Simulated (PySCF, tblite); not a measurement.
**CH10BNPSi2 radical: geometry, infrared bands and EPR parameters**

Wanted: the infrared bands and EPR parameters of CH10BNPSi2 radical (`BP[SiH2]C[SiH]N`), by calculation.

Programs: tblite 0.8.0 and PySCF 2.14.0, with density-fitted response routines of our own. Each step states its level of theory. These are calculated values for one molecule in the gas phase, unless marked as measured. Atoms count from 0, in the outputs and in this text.

## 1. The starting structure

16 atoms, charge 0, multiplicity 2; geometry from: force field or distance geometry start.

Bonds of the start (Å): B0–P1 1.94, P1–Si2 2.20, Si2–C3 1.88, C3–Si4 1.87, Si4–N5 1.79, B0–H6 1.18, B0–H7 1.18, P1–H8 1.47, Si2–H9 1.47, Si2–H10 1.48, C3–H11 1.10, C3–H12 1.10, Si4–H13 1.47, N5–H14 1.04, N5–H15 1.04.

## 2. Geometry optimisation with GFN2-xTB

Job settings and geometry (Å):

```
{"job": {"kind": "relax", "xc": "GFN2-xTB", "basis": "xTB"}, "charge": 0, "multiplicity": 2}
B      3.202800    -0.076300    -0.127600
P      2.210000     1.288700     0.822200
Si     0.317700     0.168000     0.777100
C     -0.407700     0.256000    -0.958700
Si    -2.022100    -0.691500    -1.001200
N     -3.216600     0.081500     0.078600
H      3.024600    -0.212800    -1.290500
H      3.951200    -0.774900     0.454100
H      2.600400     0.785200     2.144500
H      0.536100    -1.232100     1.155400
H     -0.638800     0.778400     1.720700
H     -0.587800     1.304100    -1.228200
H      0.302300    -0.205800    -1.655800
H     -1.795000    -2.083100    -0.594000
H     -4.113700    -0.426600    -0.039400
H     -3.371000     1.050300    -0.268600
```

Started as:

```
$ OMP_NUM_THREADS=1 python probes_run.py task.json out
```

One launch serves the whole session: the jobs run in the order shown.

Log:

```text
step      E/eV     max force
  0    -470.50741    2.165
  1    -470.65814    1.396
  2    -470.75600    0.671
  3    -470.77553    0.545
  4    -470.81963    0.490
  5    -470.83161    0.444
  6    -470.85981    0.204
  7    -470.86646    0.192
  8    -470.87264    0.170
  9    -470.87799    0.172
 10    -470.88259    0.149
 11    -470.88522    0.129
 12    -470.88713    0.100
 13    -470.88916    0.117
 14    -470.89163    0.137
 15    -470.89441    0.131
 16    -470.89702    0.128
 17    -470.89907    0.096
 18    -470.90054    0.103
 19    -470.90180    0.109
 20    -470.90317    0.119
 21    -470.90486    0.133
 22    -470.90668    0.120
 23    -470.90826    0.103
 24    -470.90950    0.120
 25    -470.91075    0.107
 26    -470.91246    0.114
 27    -470.91477    0.151
 28    -470.91746    0.154
 29    -470.92026    0.179
 30    -470.92284    0.155
 31    -470.92475    0.094
 32    -470.92592    0.094
 33    -470.92677    0.090
 34    -470.92772    0.093
 35    -470.92897    0.112
 36    -470.93022    0.091
 37    -470.93096    0.048
 38    -470.93132    0.053
 39    -470.93160    0.057
 40    -470.93199    0.065
 41    -470.93260    0.057
 42    -470.93326    0.071
 43    -470.93366    0.075
 44    -470.93423    0.073
 45    -470.93476    0.066
 46    -470.93516    0.042
 47    -470.93539    0.035
 48    -470.93556    0.034
 49    -470.93572    0.032
 50    -470.93584    0.027
 51    -470.93595    0.026
 52    -470.93606    0.026
 53    -470.93622    0.031
 54    -470.93640    0.038
 55    -470.93654    0.028
 56    -470.93664    0.022
 57    -470.93674    0.026
 58    -470.93685    0.026
 59    -470.93695    0.025
 60    -470.93702    0.020
 61    -470.93709    0.027
 62    -470.93719    0.036
 63    -470.93733    0.036
 64    -470.93751    0.043
 65    -470.93766    0.036
 66    -470.93777    0.025
 67    -470.93787    0.026
 68    -470.93800    0.038
 69    -470.93820    0.047
 70    -470.93842    0.042
 71    -470.93860    0.036
 72    -470.93874    0.033
 73    -470.93887    0.029
 74    -470.93906    0.040
 75    -470.93937    0.035
 76    -470.93972    0.076
 77    -470.93987    0.048
 78    -470.94015    0.031
 79    -470.94026    0.022
 80    -470.94035    0.019
 81    -470.94041    0.018
 82    -470.94052    0.029
 83    -470.94061    0.029
 84    -470.94076    0.033
 85    -470.94090    0.027
 86    -470.94099    0.023
 87    -470.94103    0.021
 88    -470.94108    0.022
 89    -470.94116    0.023
 90    -470.94125    0.019
 91    -470.94130    0.018
 92    -470.94133    0.016
 93    -470.94136    0.014
 94    -470.94143    0.020
 95    -470.94151    0.021
 96    -470.94160    0.025
 97    -470.94167    0.019
 98    -470.94171    0.016
 99    -470.94177    0.016
100    -470.94183    0.025
101    -470.94191    0.030
102    -470.94196    0.019
103    -470.94198    0.009
```

Wall time 0.84 s (1 thread of Arm Neoverse V1, shared host).

Step by step: (not every step is listed)

```tsv
step	energy from step 0 (eV)	largest force (eV/Å)
0	0.0000	2.1646
1	-0.1507	1.3959
2	-0.2486	0.6707
3	-0.2681	0.5449
4	-0.3122	0.4898
5	-0.3242	0.4443
6	-0.3524	0.2044
7	-0.3591	0.1922
8	-0.3652	0.1696
17	-0.3917	0.0962
26	-0.4051	0.1144
35	-0.4216	0.1115
44	-0.4268	0.0729
53	-0.4288	0.0308
62	-0.4298	0.0362
71	-0.4312	0.0357
80	-0.4329	0.0191
89	-0.4338	0.0226
98	-0.4343	0.0157
99	-0.4344	0.0156
100	-0.4344	0.0245
101	-0.4345	0.0303
102	-0.4346	0.0191
103	-0.4346	0.0087
```

Distances of close pairs at the start and the end, largest changes first:

```tsv
bond	before (Å)	after (Å)	change (Å)
B0–P1	1.937	1.826	-0.111
P1–H8	1.468	1.378	-0.090
Si4–N5	1.786	1.731	-0.056
P1–Si2	2.200	2.237	+0.038
N5–H15	1.041	1.007	-0.034
N5–H14	1.038	1.006	-0.031
C3–Si4	1.872	1.898	+0.025
Si2–C3	1.883	1.900	+0.016
```

The final coordinates are the input of the step that follows.

## 3. Vibrational analysis with GFN2-xTB

Job settings and geometry (Å):

```
{"job": {"kind": "ir", "xc": "GFN2-xTB", "basis": "xTB"}, "charge": 0, "multiplicity": 2}
B      3.354130    -0.027216    -0.057777
P      2.188143     1.106333     0.772172
Si     0.204089     0.072299     0.785900
C     -0.442929     0.141933    -0.998901
Si    -2.160132    -0.635547    -1.217809
N     -3.178203     0.033409     0.011443
H      3.109784    -0.360510    -1.154472
H      4.373263    -0.316644     0.436552
H      2.531248     0.999785     2.102768
H      0.275943    -1.317447     1.267331
H     -0.610683     0.852817     1.723887
H     -0.451431     1.181848    -1.327886
H      0.257162    -0.374774    -1.655806
H     -2.197978    -2.081494    -0.991229
H     -4.129343    -0.286385     0.087637
H     -3.130661     1.020536     0.204779
```

Log:

```text
mode    cm-1     km/mol
  1      21.7      0.63
  2      43.0      0.33
  3      72.5      0.24
  4      95.6      2.55
  5     110.2      1.68
  6     143.5      1.55
  7     182.5     10.25
  8     232.5      9.36
  9     276.0      7.17
 10     417.0     35.45
 11     475.1     33.48
 12     491.1     37.14
 13     531.4    133.34
 14     548.6     13.30
 15     576.6     18.34
 16     597.1     46.66
 17     662.2    171.67
 18     670.9    139.71
 19     688.8     79.51
 20     710.3     78.83
 21     760.0     32.09
 22     764.3    115.58
 23     787.0    253.42
 24     807.4     34.07
 25     812.7    123.70
 26     870.1     18.41
 27     886.8    188.49
 28    1012.5      2.26
 29    1128.0     67.20
 30    1163.9     91.52
 31    1446.6      1.36
 32    1522.0     59.77
 33    2160.9    206.80
 34    2211.9    152.87
 35    2224.3    446.76
 36    2346.8    152.63
 37    2613.8    110.38
 38    2657.2    129.02
 39    2969.7     23.06
 40    2982.9     12.97
 41    3481.5      9.60
 42    3518.5      0.63
```

It took 0.69 s on 1 thread of Arm Neoverse V1, shared host.

Which atoms move in the most intense modes:

```tsv
cm⁻¹	km/mol	atoms
662	171.7	H10 29 %, H9 15 %, Si2 15 %
671	139.7	C3 37 %, H10 23 %
787	253.4	H9 33 %, H10 32 %, Si2 12 %
887	188.5	N5 43 %, Si4 38 %
2161	206.8	H9 95 %
2212	152.9	H10 93 %
2224	446.8	H13 93 %
2347	152.6	H8 97 %
```

## 4. g tensor and hyperfine couplings: B3LYP/pcH-1

The job, as its differences from that of step 3:

```diff
@@ -1,2 +1,2 @@
-{"job": {"kind": "ir", "xc": "GFN2-xTB", "basis": "xTB"}, "charge": 0, "multiplicity": 2}
+{"job": {"kind": "epr", "basis": "pcH-1"}, "charge": 0, "multiplicity": 2}
 B      3.354130    -0.027216    -0.057777
```

With the program's defaults for keys left out, this is: UKS B3LYP, pcH-1 on B C H N P Si, non-relativistic, mean-field spin-orbit, GIAO.

Log:

```text
UKS, coarse grid
  cycle   1  E = -1044.01290057  |g| = 4.36e-01
  cycle   2  E = -1043.92523727  |g| = 5.98e-01
  cycle   3  E = -1044.09286802  |g| = 8.14e-02
  cycle   4  E = -1044.09524601  |g| = 3.79e-02
  cycle   5  E = -1044.09594595  |g| = 8.36e-03
  cycle   6  E = -1044.09598291  |g| = 2.99e-03
  cycle   7  E = -1044.09598761  |g| = 6.44e-04
UKS, final grid
  cycle   1  E = -1044.09601881  |g| = 6.85e-04
  cycle   2  E = -1044.09601868  |g| = 8.65e-04
  cycle   3  E = -1044.09601910  |g| = 1.00e-04
  cycle   4  E = -1044.09601910  |g| = 2.93e-05
E = -1044.09601910 Eh   <S^2> = 0.7518 (exact 0.7500)
g shifts (ppm)      1          2          3
  rmc          -156       -156       -156
  gc             16         87        120
  oz_so         -52        311       1019
  total        -192        242        983
hyperfine (MHz)  atom isotope    a_iso     a_fc   dipolar eigenvalues
    0   11B       0.09       0.10     -0.17     -0.10      0.27
    1   31P      24.89      24.92     -3.21     -2.46      5.67
    2  29Si     -42.81     -42.87     -7.56      3.53      4.03
    3   13C      40.71      40.70     -5.16     -4.80      9.97
    4  29Si    -508.03    -508.91   -138.25     68.21     70.04
    5   14N       5.47       5.45     -9.07     -8.79     17.87
    6    1H      -0.11      -0.11     -0.54     -0.39      0.93
    7    1H      -0.14      -0.14     -0.29     -0.22      0.51
    8    1H       6.33       6.33     -0.58     -0.13      0.71
    9    1H      -0.99      -0.98     -1.45     -0.68      2.13
   10    1H      -0.19      -0.19     -1.47     -0.51      1.98
   11    1H       6.63       6.62     -4.63     -2.69      7.32
   12    1H      -2.34      -2.34     -4.48     -2.15      6.63
   13    1H     120.84     120.84     -7.20     -0.21      7.41
   14    1H      -9.62      -9.65    -10.77     -3.48     14.25
   15    1H     -11.71     -11.74    -11.14     -3.09     14.23
```

Wall time 91 s (1 thread of Arm Neoverse V1, shared host); peak memory 1 GiB.

Principal g values 2.00213, 2.00256, 2.00330; g(iso) = 2.00266, against 2.00232 for a free electron.

Mean a(iso) over the nuclei that a row names, and the largest dipolar term of the row (other rows stand at the frozen geometry):

```tsv
nuclei	isotope	a(iso) (MHz)	a(iso) (G, at g = 2.0023)	largest dipolar term (MHz)
Si4	29Si	-508.0	-181.3	-138.2
H13	1H	120.8	43.1	7.4
Si2	29Si	-42.8	-15.3	-7.6
C3	13C	40.7	14.5	10.0
P1	31P	24.9	8.9	5.7
H14, H15	1H	-10.7	-3.8	14.2
H8	1H	6.3	2.3	0.7
N5	14N	5.5	2.0	17.9
H11, H12	1H	2.1	0.8	7.3
H9, H10	1H	-0.6	-0.2	2.1
H6, H7	1H	-0.1	0.0	0.9
B0	11B	0.1	0.0	0.3
```

Mulliken spin populations:

B0 0.00; P1 0.01; Si2 0.02; C3 0.02; Si4 0.78; N5 0.14; H6 0.00; H7 0.00; H8 0.00; H9 0.00; H10 0.00; H11 0.00; H12 0.00; H13 0.05; H14 0.00; H15 -0.01

In first order the couplings over 0.8 MHz of 1H, 31P, 14N give 216 distinct lines over 67.3 G, if the averaged nuclei exchange fast; the same motion can average rows kept apart here too.

Orbitals, density, ELF and potential are computed afterwards from the orbital file.

ELF in a plane through or near 8 of the atoms.

Ten even steps from '0' (0.00) to '9' (1.00):
```
0000000000000000000000000000
0000000000000000000000000000
0000000120000154000000000000
0000002785000699600000000000
0000005999102999910000000000
0000006999214999800110000000
0000002999444999502431000000
0000000573681168105764640000
0003542662792803007429982000
0018997797781257217329971000
0029998437334798635876630000
0029996814002666825252100000
0004655999004876817042000000
0000126999208995511586300000
0000016999108993247998500000
0000003998002740038987300000
0000000341000000026773000000
0000000000000000003320000000
0000000000000000000000000000
0000000000000000000000000000
```
The map spans 13.9 Å across and 9.2 Å up, centred on the molecule. Atoms in the plane (x, y in Å): B0 (-3.3, -0.5), Si2 (-0.3, 0.7), Si4 (2.3, -1.1), N5 (3.1, 0.4), H6 (-2.9, -1.6), H8 (-2.8, 2.0), H10 (0.4, 2.0), H14 (4.1, 0.5).

On the surface of density 0.002 e/bohr³ the electrostatic potential runs, from the 1st to the 99th percentile, from -0.78 V near N5 to 1.77 V near H15.

The spin density lies nearest to Si4 61 %; N5 13 %; H13 11 %.

## 5. Summary of results

| quantity | value |
| --- | --- |
| strongest single infrared mode (GFN2-xTB) | 2224 cm⁻¹, 447 km/mol |
| zero-point energy (GFN2-xTB) | 66.7 kcal/mol |
| g(iso) (B3LYP) | 2.00266 |
| ⟨S²⟩ | 0.752 (exact 0.75) |
| largest a(iso) (averaged by class) | 29Si on Si4, -508.0 MHz |
| potential on the surface of density 0.002 e/bohr³, 1st and 99th percentile | -0.78 V and 1.77 V |

In words: Over 103 steps the energy fell by 0.435 eV; of the close pairs, B0–P1 changed most, 1.937 to 1.826 Å. No mode is imaginary among the 42: a minimum at this level. The strongest single mode, at 2224 cm⁻¹, moves mainly H13. Unscaled tight-binding wavenumbers are off by several per cent, some by more. Its intensities can rank the bands wrongly. Most of the unpaired spin sits on Si4 (0.78 e). The isotropic g lies 0.3 ppt above the free-electron value. These values are for one conformer; the search (at its own cheap level) found 2 more, at 0.87, 2.95 kcal/mol, and measured spectra average over such forms.
